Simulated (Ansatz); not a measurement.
# GaNH (sextet): the correlation ladder, cc-pVDZ

Aim: climb from Hartree-Fock through coupled cluster and multireference methods for GaNH (sextet) at one geometry and basis, and see what each rung misses.

Computed with Ansatz 0.2.0, Gaussian basis. Level: cc-pVDZ, core rule «outside noble gas», up to 15 orbitals frozen.

To be run: UHF; CCSD(T) on ROHF; CCSD(T) on UHF; BCCD(T) on ROHF; CISD; CCSDT(Q) on ROHF; CCSDT(Q) on UHF; CASSCF and MRCISD+Q, 9 electrons in 9 orbitals; CASSCF and NEVPT2, 9 electrons in 9 orbitals.

25 further runs of the same task are left out: 1 for a mislabelled method, 6 for a known fault of the program, 6 that didn't finish, 12 set aside as unsound or not needed.

## Step 1: The system

The geometry is a PBE0/def2-TZVP stationary point (not a proven minimum) of the parent state, kept for this charge and spin. No spin-orbit coupling is included. The filled d shell of Ga may be among the frozen orbitals whatever the setting's name suggests; the logs give the count.

3 atoms, charge 0, spin multiplicity 6.

Atoms are counted from 1 here; the program's logs count them from 0.

Bond lengths: N1–Ga2 1.985 Å, Ga2–H3 1.616 Å. Angles: N1–Ga2–H3 112.7°.

As a file:

```xyz
3
GaHN
N     0.0000    0.0939    1.6619
Ga    0.0000   -0.0392   -0.3188
H     0.0000    1.4056   -1.0417
```

## Step 2: UHF

in.yaml reads:

```yaml
crystal:
  periodic: [false, false, false]
  atoms:
    - {symbol: N, position_ang: [0.000000, 0.093904, 1.661900]}
    - {symbol: Ga, position_ang: [0.000000, -0.039184, -0.318801]}
    - {symbol: H, position_ang: [0.000000, 1.405604, -1.041722]}
basis:
  gaussian: {orbitals: cc-pVDZ}
magnetization: {spin_polarized: true, initial_magnetization: 5}
hamiltonian: {xc: hf}
output: {orbitals: {seedname: orbitals}}
```

Command:

```console
> ansatz run in.yaml --threads 1 --pin off --events-out ev --progress --plain --max-ram 2393MiB
```

The runs that follow: CCSD(T) on ROHF; CCSD(T) on UHF; BCCD(T) on ROHF; CISD; CCSDT(Q) on ROHF; CCSDT(Q) on UHF; CASSCF and MRCISD+Q, 9 electrons in 9 orbitals; CASSCF and NEVPT2, 9 electrons in 9 orbitals.

**Question.** What will the summary of the whole plan be? Wanted: UCCSDT(Q) below the RHF energy; RMP2 from UCCSDT(Q); UMP2 from UCCSDT(Q); RCCSD from UCCSDT(Q); RCCSD(T) from UCCSDT(Q); UCCSD(T) from UCCSDT(Q); RCCSDT(Q) from UCCSDT(Q); NEVPT2 valence from UCCSDT(Q); MRCISD+Q valence from UCCSDT(Q).

**Answer**, as computed:

```
                         quantity                                value
   UCCSDT(Q) below the RHF energy                           -4.1691 eV
              RMP2 from UCCSDT(Q)                          +1023.3 meV
              UMP2 from UCCSDT(Q)                           +956.9 meV
             RCCSD from UCCSDT(Q)                           +128.5 meV
          RCCSD(T) from UCCSDT(Q)                            +47.4 meV
          UCCSD(T) from UCCSDT(Q)                            +27.9 meV
         RCCSDT(Q) from UCCSDT(Q)                            +18.5 meV
    NEVPT2 valence from UCCSDT(Q)                           +835.7 meV
  MRCISD+Q valence from UCCSDT(Q)                            +66.0 meV
levels within 1 kcal/mol (43 meV)  UCCSD(T), RCCSDT, UCCSDT, RCCSDT(Q)
                    T1 diagnostic                                0.044
   effectively unpaired electrons                                 5.01
```

In words: RCCSD(T) lands +47.4 meV from the yardstick (1.1 % of the correlation energy). The occupations are near whole numbers, but T1 = 0.044 shows that the orbitals relax strongly. Of the multireference levels listed MRCISD+Q valence comes nearest in total energy (+66.0 meV), which doesn't show that its space is the better one. These misses are within one basis, not against nature; the frozen cores of restricted and unrestricted runs differ, which can shift their rows.
